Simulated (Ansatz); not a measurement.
Crystal: NbCu.

```xyz
2
Lattice="0.0000 2.5622 2.5622 2.5622 0.0000 2.5622 2.5622 2.5622 0.0000" Properties=species:S:1:pos:R:3 pbc="T T T"
Nb    0.0000    0.0000    0.0000
Cu    2.5622    2.5622    2.5622
```

The cell was built by a generator and needn't be a form met in nature.

- Program: Ansatz 0.2.0
- Task: relaxation of cell and atoms
- Functional: HSE03
- Potentials or basis: Ansatz PAW
- Cutoff: 420 eV (not typed: the program's choice for these potentials)
- k mesh: 5 × 5 × 5
- Occupations: fermi-dirac, width 0.05 eV
- Spin: no spin polarisation

At the start: volume 16.82 Å³/atom.

**Question.** Where does the relaxation end?

**Answer.** It ends after 4 steps and the volume is 16.50 Å³/atom (-1.9 %); space group Fm-3m (No. 225, to 0.05 Å).

Step by step:
| step | energy change (eV) | largest force (eV/Å) | volume (Å³) |
| --- | --- | --- | --- |
| 1 | 0.0000 | 0.0000 | 33.64 |
| 2 | -0.0056 | 0.0000 | 32.78 |
| 3 | -0.0061 | 0.0000 | 33.01 |
| 4 | -0.0056 | 0.0000 | 33.01 |

Final structure:
```yaml
crystal:
  lattice:
    - [0.00000, 2.54599, 2.54599]
    - [2.54599, 0.00000, 2.54599]
    - [2.54599, 2.54599, 0.00000]
  atoms:
    - { symbol: Nb, position: [0.00000, 0.00000, 0.00000] }
    - { symbol: Cu, position: [0.50000, 0.50000, 0.50000] }
```

Caveat: the k mesh is coarse (spacing up to 0.42 Å⁻¹), so the values aren't converged, least of all with exact exchange; the plane-wave basis is chosen anew once the cell has moved, so the energies of steps on either side of that aren't comparable; the PAW data sets come from PBE, with cores solved anew for the run's functional, which leaves a small shift of forces and pressure.
